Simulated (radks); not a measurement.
# Dipole-allowed lines with 12 electrons: Co¹⁵⁺, Ni¹⁶⁺, Cu¹⁷⁺, Zn¹⁸⁺, Ga¹⁹⁺, Ge²⁰⁺

Aim: excitation energies and oscillator strengths as poles of the dipole polarisability below minus the highest eigenvalue. Time-dependent linear response with the Hartree and adiabatic LDA kernel follows each ground state. Its values go to the run's result record, not to the log.

The numbers are computed with radks (a radial shooting solver on a logarithmic mesh, Libxc functionals) version 1 (non-relativistic Kohn-Sham, LB94 model potential, spin-unpolarised, spherical densities, point nucleus), except any that are marked as measured or tabulated.

## 1. Starting point

| Quantity | Value |
| --- | --- |
| species | Co¹⁵⁺ ([Ne] 3s2), Ni¹⁶⁺ ([Ne] 3s2), Cu¹⁷⁺ ([Ne] 3s2), Zn¹⁸⁺ ([Ne] 3s2), Ga¹⁹⁺ ([Ne] 3s2), Ge²⁰⁺ ([Ne] 3s2) |

LB94 adds a gradient term to the LDA potential that gives it a −1/r tail. It is a model potential with no energy functional, so Etot and Exc are not given.

## 2. Co¹⁵⁺, [Ne] 3s2

Settings of this run:

```text
Z 27
configuration [Ne] 3s2 3p0 4s0 3d0 4f0
relativity non-relativistic
functional lda,pw
model_potential LB94
spin unpolarised
nucleus point
response adiabatic LDA kernel, real frequencies
```

Launch:

```bash
python run_ks.py task.json out
```

This one command runs every case of the session in turn.

## 3. Ni¹⁶⁺, [Ne] 3s2

Settings, as their differences from step 2:

```diff
@@ -1,2 +1,2 @@
-Z 27
+Z 28
 configuration [Ne] 3s2 3p0 4s0 3d0 4f0
```

## 4. Cu¹⁷⁺, [Ne] 3s2

Settings, as their differences from step 3:

```diff
@@ -1,2 +1,2 @@
-Z 28
+Z 29
 configuration [Ne] 3s2 3p0 4s0 3d0 4f0
```

## 5. Zn¹⁸⁺, [Ne] 3s2

Settings, as their differences from step 4:

```diff
@@ -1,2 +1,2 @@
-Z 29
+Z 30
 configuration [Ne] 3s2 3p0 4s0 3d0 4f0
```

## 6. Ga¹⁹⁺, [Ne] 3s2

Settings, as their differences from step 5:

```diff
@@ -1,2 +1,2 @@
-Z 30
+Z 31
 configuration [Ne] 3s2 3p0 4s0 3d0 4f0
```

## 7. Ge²⁰⁺, [Ne] 3s2

Settings, as their differences from step 6:

```diff
@@ -1,2 +1,2 @@
-Z 31
+Z 32
 configuration [Ne] 3s2 3p0 4s0 3d0 4f0
```

Before running it: what results should come out? Wanted: for each run, species; −ε(HOMO); lowest orbital gap; first line; f; strongest line; its f; static α.

The runs gave:

```tsv
species	−ε(HOMO) (eV)	lowest orbital gap (eV)	first line (eV)	f	strongest line (eV)	its f	static α (bohr³)	measured (eV)
Co¹⁵⁺	509.20	3s-3p 34.220	43.290	0.670	43.290	0.670	0.2773	-
Ni¹⁶⁺	567.09	3s-3p 36.204	45.750	0.642	45.750	0.642	0.2377	-
Cu¹⁷⁺	628.00	3s-3p 38.187	48.207	0.617	48.207	0.617	0.2054	-
Zn¹⁸⁺	691.95	3s-3p 40.169	50.663	0.593	50.663	0.593	0.1787	-
Ga¹⁹⁺	758.93	3s-3p 42.151	53.115	0.571	53.115	0.571	0.1564	-
Ge²⁰⁺	828.93	3s-3p 44.131	55.567	0.551	405.97	0.573	0.1377	-
```

**Reading.** In Co¹⁵⁺ the response moves the first line 9.070 eV above the bare orbital gap, and the lines found carry 98 % of the static polarisability. Very weak lines can be missed, and lines above minus the highest eigenvalue dissolve into this model's continuum.
